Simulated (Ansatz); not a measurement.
**GeH2(OiPr)2 (C6H16GeO2): geometry, orbitals and charge**

What does GeH2(OiPr)2 (C6H16GeO2) look like as a singlet, and where do its frontier electrons sit?

Method: RKS PBE0-D4/def2-TZVP; program: Ansatz 0.2.0, Gaussian basis.

Levels to be run: relaxation at PBE-D4/def2-SVP; a single point at PBE0-D4/def2-TZVP.

### Step 1. Starting geometry

25 atoms, charge 0, spin multiplicity 1.

Atoms are counted from 1 here; the program's logs count them from 0.

Bond lengths: Ge1–H2 1.519 Å, Ge1–H3 1.518 Å, Ge1–O4 1.726 Å, Ge1–O15 1.726 Å, O4–C5 1.416 Å, C5–C6 1.526 Å, C5–C7 1.525 Å, C5–H8 1.100 Å, C6–H9 1.087 Å, C6–H10 1.087 Å, C6–H11 1.087 Å, C7–H12 1.090 Å, C7–H13 1.087 Å, C7–H14 1.087 Å, O15–C16 1.415 Å, C16–C17 1.526 Å, C16–C18 1.525 Å, C16–H19 1.100 Å and more. Angles: H2–Ge1–H3 111.0°, H2–Ge1–O4 111.1°, H2–Ge1–O15 112.6°, H3–Ge1–O4 112.4°, H3–Ge1–O15 111.1°, O4–Ge1–O15 98.1°, Ge1–O4–C5 129.7°, O4–C5–C6 107.0°, O4–C5–C7 111.6°, O4–C5–H8 109.2°, C6–C5–C7 111.2°, C6–C5–H8 109.0°, C7–C5–H8 108.6°, C5–C6–H9 109.7°, C5–C6–H10 110.3°, C5–C6–H11 109.7°, H9–C6–H10 109.4°, H9–C6–H11 108.5° and more.

The start is a GFN2-xTB geometry.

### Step 2. Optimising with PBE-D4/def2-SVP

in.yaml

```yaml
crystal:
  periodic: [false, false, false]
  atoms:
    - {symbol: Ge, position_ang: [0.726730, 0.020090, 0.500720]}
    - {symbol: H, position_ang: [0.698290, -0.217950, 2.000330]}
    - {symbol: H, position_ang: [2.140030, 0.294310, 0.018960]}
    - {symbol: O, position_ang: [-0.375650, 1.269940, 0.050010]}
    - {symbol: C, position_ang: [-0.577020, 2.547990, 0.624600]}
    - {symbol: C, position_ang: [-1.722510, 3.206240, -0.139260]}
    - {symbol: C, position_ang: [0.687690, 3.397540, 0.561850]}
    - {symbol: H, position_ang: [-0.869450, 2.429800, 1.678690]}
    - {symbol: H, position_ang: [-1.435320, 3.348890, -1.178160]}
    - {symbol: H, position_ang: [-1.967670, 4.168830, 0.302740]}
    - {symbol: H, position_ang: [-2.598640, 2.563980, -0.109490]}
    - {symbol: H, position_ang: [1.479350, 2.923560, 1.141410]}
    - {symbol: H, position_ang: [1.017420, 3.487770, -0.470300]}
    - {symbol: H, position_ang: [0.496650, 4.388490, 0.965640]}
    - {symbol: O, position_ang: [0.007520, -1.271880, -0.389010]}
    - {symbol: C, position_ang: [0.503160, -2.563930, -0.685670]}
    - {symbol: C, position_ang: [-0.540610, -3.249770, -1.562860]}
    - {symbol: C, position_ang: [0.771320, -3.366950, 0.582760]}
    - {symbol: H, position_ang: [1.443630, -2.472200, -1.249460]}
    - {symbol: H, position_ang: [-1.471940, -3.347900, -1.011680]}
    - {symbol: H, position_ang: [-0.194070, -4.234730, -1.863990]}
    - {symbol: H, position_ang: [-0.726610, -2.648690, -2.448660]}
    - {symbol: H, position_ang: [1.542230, -2.874600, 1.174790]}
    - {symbol: H, position_ang: [-0.138200, -3.427990, 1.175840]}
    - {symbol: H, position_ang: [1.103660, -4.370860, 0.330180]}
basis:
  gaussian: {orbitals: def2-SVP}
hamiltonian: {xc: pbe, dispersion: d4}
scf: {lower_state_search: "off"}
output: {orbitals: {seedname: orbitals}}
relax: {f_tol: 0.03, max_steps: 70}
```

The run is started by

```sh
$ ansatz run in.yaml --threads 2 --pin off --events-out ev --progress --plain --max-ram 22528MiB --backend cuda --devices 0, --max-vram 18GiB
```

Standard output (excerpt; [...] marks lines left out):

```text
Functional definition: PBE
  name "PBE"
  cite "Perdew, Burke & Ernzerhof, Phys. Rev. Lett. 77, 3865 (1996) doi:10.1103/PhysRevLett.77.3865"
  parent pbe
[...]
2513 factors; their error is unknown
[...]
mean field -67059.00361850 eV, -2464.3729287545 hartree, gradient 7.3e-6 eV, S^2 0.000000; 0 other end points of the search recorded, 0 dependent functions left out
[...]
reference -67059.00366934 eV, -2464.3729306232 hartree; 50, 50 occupied and 174, 174 virtual orbitals, 2513 factors
relax step   1: F+E_penalty+E_count = -67059.57696671 eV  Δ(F+E_penalty+E_count) = +0.000e0 eV  max|allowed force component| = 1.116e0 eV/Å  Δτ_max = 0.0000 Å  (20 SCF iters, accepted)
[...]
relax step   6: F+E_penalty+E_count = -67059.92179858 eV  Δ(F+E_penalty+E_count) = -1.092e-2 eV  max|allowed force component| = 1.310e-1 eV/Å  Δτ_max = 0.0449 Å  (19 SCF iters, accepted)
[...]
relax step  11: F+E_penalty+E_count = -67059.94887929 eV  Δ(F+E_penalty+E_count) = -8.820e-3 eV  max|allowed force component| = 1.387e-1 eV/Å  Δτ_max = 0.1760 Å  (19 SCF iters, accepted)
[...]
relax step  16: F+E_penalty+E_count = -67060.00936755 eV  Δ(F+E_penalty+E_count) = -1.228e-2 eV  max|allowed force component| = 1.772e-1 eV/Å  Δτ_max = 0.1951 Å  (19 SCF iters, accepted)
[...]
Atom 10 at    -1.617526     1.041673    -0.907114 Å, force    -0.003520    -0.004539    -0.002521 eV/Å
Atom 11 at     0.911501     3.656352     1.461408 Å, force     0.004738     0.002871     0.002291 eV/Å
Atom 12 at     0.690226     4.028632    -0.279366 Å, force    -0.000363    -0.000463     0.001380 eV/Å
Atom 13 at    -0.669481     4.277781     0.873871 Å, force    -0.003500     0.004690     0.001635 eV/Å
Atom 14 at     0.251072    -1.368960     0.853339 Å, force     0.000839     0.004680    -0.005090 eV/Å
Atom 15 at     0.300350    -2.175191    -0.335164 Å, force    -0.001394    -0.010151     0.008650 eV/Å
Atom 16 at    -1.073950    -2.151306    -1.000362 Å, force     0.000910     0.005761     0.003039 eV/Å
Atom 17 at     0.741022    -3.585412     0.053664 Å, force    -0.000103     0.002780    -0.000266 eV/Å
Atom 18 at     1.046113    -1.757102    -1.056455 Å, force    -0.002670    -0.001228    -0.000522 eV/Å
Atom 19 at    -1.843928    -2.521991    -0.293099 Å, force     0.000691     0.000876    -0.000729 eV/Å
Atom 20 at    -1.092376    -2.789629    -1.906865 Å, force     0.000172    -0.002130    -0.001499 eV/Å
Atom 21 at    -1.344964    -1.119180    -1.296836 Å, force    -0.004935     0.004866    -0.002971 eV/Å
Atom 22 at     1.749123    -3.568137     0.513712 Å, force     0.004337    -0.002903     0.003609 eV/Å
Atom 23 at     0.033729    -4.011406     0.794529 Å, force     0.001642     0.000367    -0.000950 eV/Å
Atom 24 at     0.772421    -4.256086    -0.828897 Å, force     0.001289    -0.004770    -0.004254 eV/Å
Dipole moment:    -0.000972    -0.004639    -0.000873 e Å
Checks for a lower state left out: stability, starts, cluster_reference, orbital_swaps, neighbouring_geometries, increment
```

Wall time 50 s (1 × H100 (card shared with other runs) with 2 threads of AMD EPYC 7R13, shared host); peak host memory 0.9 GiB.

The steps of the relaxation:

```
step  energy from step 1 (eV)  largest force component (eV/Å)
   1                   0.0000                          1.1159
   2                  -0.2215                          0.7670
   3                  -0.2822                          0.2095
   4                  -0.3159                          0.2031
   5                  -0.3339                          0.3117
   6                  -0.3448                          0.1310
   7                  -0.3520                          0.0480
   8                  -0.3550                          0.0315
   9                  -0.3591                          0.1075
  10                  -0.3631                          0.1361
  11                  -0.3719                          0.1387
  12                  -0.3763                          0.1657
  13                  -0.3866                          0.1964
  14                  -0.4044                          0.1100
  15                  -0.4201                          0.1025
  16                  -0.4324                          0.1772
  17                  -0.4444                          0.2184
  18                  -0.4529                          0.4024
  19                  -0.4719                          0.2664
  20                  -0.4781                          0.3256
  21                  -0.4835                          0.2585
  22                  -0.4893                          0.0701
  23                  -0.4898                          0.0102
```

Close pairs (by a distance rule), those that changed most:

```
   bond  before (Å)  after (Å)  change (Å)
Ge1–O15       1.726      1.797      +0.071
 Ge1–O4       1.726      1.796      +0.070
 Ge1–H3       1.518      1.549      +0.030
 Ge1–H2       1.519      1.549      +0.030
C17–H20       1.087      1.109      +0.023
C17–H21       1.087      1.109      +0.022
 C7–H13       1.087      1.109      +0.022
  C6–H9       1.087      1.109      +0.022
```

Bonds by kind at the end (by distance):

```
bond  count  shortest (Å)  longest (Å)
 C–C      4         1.527        1.528
 C–O      2         1.437        1.437
Ge–O      2         1.796        1.797
 C–H     14         1.108        1.119
Ge–H      2         1.549        1.549
```

### Step 3. Single point, PBE0-D4/def2-TZVP

start.molden holds the orbitals of an earlier run on this state, given as this run's starting guess.

in.yaml

```yaml
crystal:
  periodic: [false, false, false]
  atoms:
    - {symbol: Ge, position_ang: [1.375999, 0.018033, 1.048948]}
    - {symbol: H, position_ang: [1.233724, 0.392157, 2.544929]}
    - {symbol: H, position_ang: [2.780984, -0.351533, 0.512715]}
    - {symbol: O, position_ang: [0.884302, 1.401478, 0.014120]}
    - {symbol: C, position_ang: [-0.267481, 2.187202, 0.361594]}
    - {symbol: C, position_ang: [-1.289181, 2.090418, -0.769360]}
    - {symbol: C, position_ang: [0.188394, 3.621673, 0.622389]}
    - {symbol: H, position_ang: [-0.739516, 1.790672, 1.295068]}
    - {symbol: H, position_ang: [-0.836641, 2.439816, -1.719964]}
    - {symbol: H, position_ang: [-2.183925, 2.710025, -0.556826]}
    - {symbol: H, position_ang: [-1.617526, 1.041673, -0.907114]}
    - {symbol: H, position_ang: [0.911501, 3.656352, 1.461408]}
    - {symbol: H, position_ang: [0.690226, 4.028632, -0.279366]}
    - {symbol: H, position_ang: [-0.669481, 4.277781, 0.873871]}
    - {symbol: O, position_ang: [0.251072, -1.368960, 0.853339]}
    - {symbol: C, position_ang: [0.300350, -2.175191, -0.335164]}
    - {symbol: C, position_ang: [-1.073950, -2.151306, -1.000362]}
    - {symbol: C, position_ang: [0.741022, -3.585412, 0.053664]}
    - {symbol: H, position_ang: [1.046113, -1.757102, -1.056455]}
    - {symbol: H, position_ang: [-1.843928, -2.521991, -0.293099]}
    - {symbol: H, position_ang: [-1.092376, -2.789629, -1.906865]}
    - {symbol: H, position_ang: [-1.344964, -1.119180, -1.296836]}
    - {symbol: H, position_ang: [1.749123, -3.568137, 0.513712]}
    - {symbol: H, position_ang: [0.033729, -4.011406, 0.794529]}
    - {symbol: H, position_ang: [0.772421, -4.256086, -0.828897]}
basis:
  gaussian: {orbitals: def2-TZVP, initial_orbitals: start.molden}
hamiltonian: {xc: pbe0, dispersion: d4}
scf: {omitted_lower_state_checks: [starts]}
output: {forces: true, orbitals: {seedname: orbitals}}
```

The command is unchanged.

Standard output (excerpt; [...] marks lines left out):

```text
Functional definition: PBE0
  name "PBE0"
  cite "Adamo & Barone, J. Chem. Phys. 110, 6158 (1999) doi:10.1063/1.478522"
  cite "Perdew, Burke & Ernzerhof, Phys. Rev. Lett. 77, 3865 (1996) doi:10.1103/PhysRevLett.77.3865"
  parent pbe
[...]
2487 factors; their error is unknown
[...]
mean field -67081.19445104 eV, -2465.1884268092 hartree, gradient 2.6e-5 eV, S^2 0.000000; 0 other end points of the search recorded, 0 dependent functions left out
[...]
reference -67081.19449919 eV, -2465.1884285785 hartree; 50, 50 occupied and 342, 342 virtual orbitals, 2487 factors
Total energy: -67081.69831549 eV, -2465.2069434859 hartree
Atom 0 at     1.375999     0.018033     1.048948 Å, force    -0.434180    -0.002385    -0.336547 eV/Å
Atom 1 at     1.233724     0.392157     2.544929 Å, force     0.040692    -0.048937    -0.247849 eV/Å
[...]
Atom 16 at    -1.073950    -2.151306    -1.000362 Å, force    -0.181709     0.017065    -0.025809 eV/Å
Atom 17 at     0.741022    -3.585412     0.053664 Å, force     0.019193    -0.161445     0.091373 eV/Å
Atom 18 at     1.046113    -1.757102    -1.056455 Å, force    -0.360172    -0.186112     0.362293 eV/Å
Atom 19 at    -1.843928    -2.521991    -0.293099 Å, force     0.377686     0.167952    -0.331691 eV/Å
Atom 20 at    -1.092376    -2.789629    -1.906865 Å, force     0.038966     0.290721     0.433180 eV/Å
Atom 21 at    -1.344964    -1.119180    -1.296836 Å, force     0.144157    -0.508336     0.142464 eV/Å
Atom 22 at     1.749123    -3.568137     0.513712 Å, force    -0.473624     0.005043    -0.221966 eV/Å
Atom 23 at     0.033729    -4.011406     0.794529 Å, force     0.327425     0.211022    -0.361353 eV/Å
Atom 24 at     0.772421    -4.256086    -0.828897 Å, force    -0.022388     0.337808     0.397767 eV/Å
Dipole moment:     0.022849    -0.004500     0.017222 e Å
Checks for a lower state left out: starts
```

Run time: 7.5 s. Hardware: 1 × H100 (card shared with other runs) with 2 threads of AMD EPYC 7R13, shared host; peak host memory 1.1 GiB.

HOMO -7.67 eV, LUMO 0.68 eV.

Mulliken charges, from this run's orbitals:

Ge1 0.44; H2 0.01; H3 0.01; O4 -0.41; C5 0.11; C6 -0.35; C7 -0.35; H8 0.07; H9 0.12; H10 0.11; H11 0.12; H12 0.12; H13 0.12; H14 0.11; O15 -0.41; C16 0.11; C17 -0.35; C18 -0.35; H19 0.07; H20 0.12; H21 0.11; H22 0.12; H23 0.12; H24 0.12; H25 0.11

Largest Mayer bond orders: Ge1–O4 1.01; Ge1–O15 1.01; C5–C7 1.00; C16–C18 1.00; C5–C6 1.00; C16–C17 1.00; C7–H12 0.97; C6–H11 0.97; C17–H22 0.97; C18–H23 0.97.

### Step 4. Summary of results

| quantity | value |
| --- | --- |
| point group | C2 |
| commonest bond, hydrogen aside | C–C, 4 of mean length 1.527 Å |
| HOMO, LUMO at PBE0-D4/def2-TZVP | -7.67, 0.68 eV |
| dipole at PBE-D4/def2-SVP | 0.02 D |

What this shows: The molecule keeps its bonding pattern by the stored test; the atoms moved 1.17 Å (rms), and the angle O4–Ge1–O15 went from 98° to 111°. No usable vibrations, so a minimum isn't proven. The point group is read from a loosely relaxed geometry; soft torsions can leave it below the true symmetry.
